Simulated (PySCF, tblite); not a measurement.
# C₇H₁₁ radical: geometry, infrared bands and EPR parameters

What infrared bands and EPR parameters should C₇H₁₁ radical (`[CH2][C@H](C)C#CCC`) show?

Programs: tblite 0.8.0 and PySCF 2.14.0, with density-fitted response routines of our own. Each step states its level of theory. These are calculated values for one molecule in the gas phase, unless marked as measured. Atoms count from 0, in the outputs and in this text.

## 1. The starting structure

18 atoms, charge 0, multiplicity 2; geometry from: force field or distance geometry start.

Bonds of the start (Å): C0–C1 1.51, C1–C2 1.51, C1–C3 1.48, C3–C4 1.21, C4–C5 1.46, C5–C6 1.50, C0–H7 1.11, C0–H8 1.11, C1–H9 1.09, C2–H10 1.12, C2–H11 1.10, C2–H12 1.10, C5–H13 1.12, C5–H14 1.10, C6–H15 1.11, C6–H16 1.10, C6–H17 1.12.

## 2. Relaxing the molecule with GFN2-xTB

Job settings and geometry (Å):

```
{"job": {"kind": "relax", "xc": "GFN2-xTB", "basis": "xTB"}, "charge": 0, "multiplicity": 2}
C     -2.043900     1.396800     0.463900
C     -1.901800     0.346000    -0.614700
C     -2.517000    -0.966200    -0.195700
C     -0.440600     0.173500    -0.798300
C      0.754400     0.026600    -0.920400
C      2.193500    -0.145500    -1.121900
C      2.944500    -0.182100     0.171200
H     -1.407300     1.077500     1.312300
H     -1.654500     2.375900     0.110800
H     -2.353700     0.704600    -1.543500
H     -3.274600    -0.808800     0.619000
H     -1.738600    -1.624100     0.216800
H     -3.036900    -1.385400    -1.072400
H      2.336900    -1.120500    -1.653100
H      2.638900     0.650500    -1.743400
H      4.018500    -0.305800    -0.066900
H      2.641200    -0.995800     0.847600
H      2.832200     0.789200     0.712100
```

Started as:

```console
$ OMP_NUM_THREADS=1 python probes_run.py task.json out
```

One launch serves the whole session: the jobs run in the order shown.

**Question.** This job is followed by: GFN2-xTB harmonic vibrations, gas phase; UKS B3LYP, pcH-1 on C H, non-relativistic, mean-field spin-orbit, GIAO. Predict these results of the whole session: strongest single infrared mode (GFN2-xTB); zero-point energy (GFN2-xTB); g(iso) (B3LYP); ⟨S²⟩; largest a(iso) (averaged by class); potential on the surface of density 0.002 e/bohr³, 1st and 99th percentile.

**Answer**, as computed:

| quantity | value |
| --- | --- |
| strongest single infrared mode (GFN2-xTB) | 3031 cm⁻¹, 50 km/mol |
| zero-point energy (GFN2-xTB) | 95.6 kcal/mol |
| g(iso) (B3LYP) | 2.00253 |
| ⟨S²⟩ | 0.754 (exact 0.75) |
| largest a(iso) (averaged by class) | 13C on C0, 99.5 MHz |
| potential on the surface of density 0.002 e/bohr³, 1st and 99th percentile | -0.87 V and 0.66 V |

**Reading.** Relaxing lowered the energy by 0.566 eV in 79 steps; the close pair that moved most is C0–H8, from 1.111 to 1.073 Å. All 48 modes are real, so the xTB geometry is a minimum. GFN2-xTB is a fitted tight-binding method: band positions and strengths are rough. Its intensities can rank the bands wrongly. Most of the unpaired spin sits on C0 (1.06 e). The isotropic g lies 0.2 ppt above the free-electron value. The conformer search found further structures of the same energy, which may be mirror or relabelled copies of this one.
